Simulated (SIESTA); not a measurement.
**TiPd under changes of volume**

One of the cells (15.770 Å³/atom); the others are scaled copies at fixed shape and fractional positions:

```
Pd Ti
1.0
     4.60072    0.00000    0.00000
     0.00000    2.79347    0.00000
     0.00000    0.00000    4.90807
Pd Ti
2 2
Direct
  0.75000 0.50000 0.81340
  0.25000 0.50000 0.18660
  0.75000 0.00000 0.29752
  0.25000 0.00000 0.70248
```

The cell comes from a database or a generator and needn't be the stable form of this composition.

| Property | Result |
| --- | --- |
| Program | SIESTA 5.4.2 |
| Functional | PBEsol |
| Potentials or basis | PseudoDojo 0.4 standard (PBEsol files) |
| Basis | DZP (energy shift 0.003 Ry; two zetas on semicore shells) |
| Grid cutoff | 800 Ry |
| Energy shift | 0.003 Ry |
| k mesh | 6 × 10 × 6 |
| Occupations | fermi-dirac, width 0.05 eV |
| Spin | no spin polarisation |

```tsv
volume (Å³/atom)	energy over the lowest point (meV/atom)	pressure (GPa)	largest force (eV/Å)
14.533	?	?	?
14.842	2.54	3.3	0.126
15.151	0.00	-0.5	0.085
15.770	14.65	-6.8	0.058
16.079	30.55	-9.5	0.104
16.388	51.23	-11.8	0.141
```

Question: What does the run at 14.533 Å³/atom give?

Answer: Energy over the lowest point 12.75 meV/atom; pressure 7.6 GPa; largest force 0.205 eV/Å.

Worked out: A Birch-Murnaghan fit of order 3 (a polynomial in V^(-2/3)) to the other rows has its minimum at 15.11 Å³/atom with B0 = V·E''(V) = 176 GPa and B' = 4.5 at fixed shape and positions, which overstates the stiffness. It gives 12.75 meV/atom at 14.533 Å³/atom, against the run's 12.75, and -dE/dV = 7.4 GPa, against 7.6.

Energies are extrapolated to zero smearing.

Caveats: the basis of atomic orbitals isn't converged, which shifts pressures, moduli and gaps.
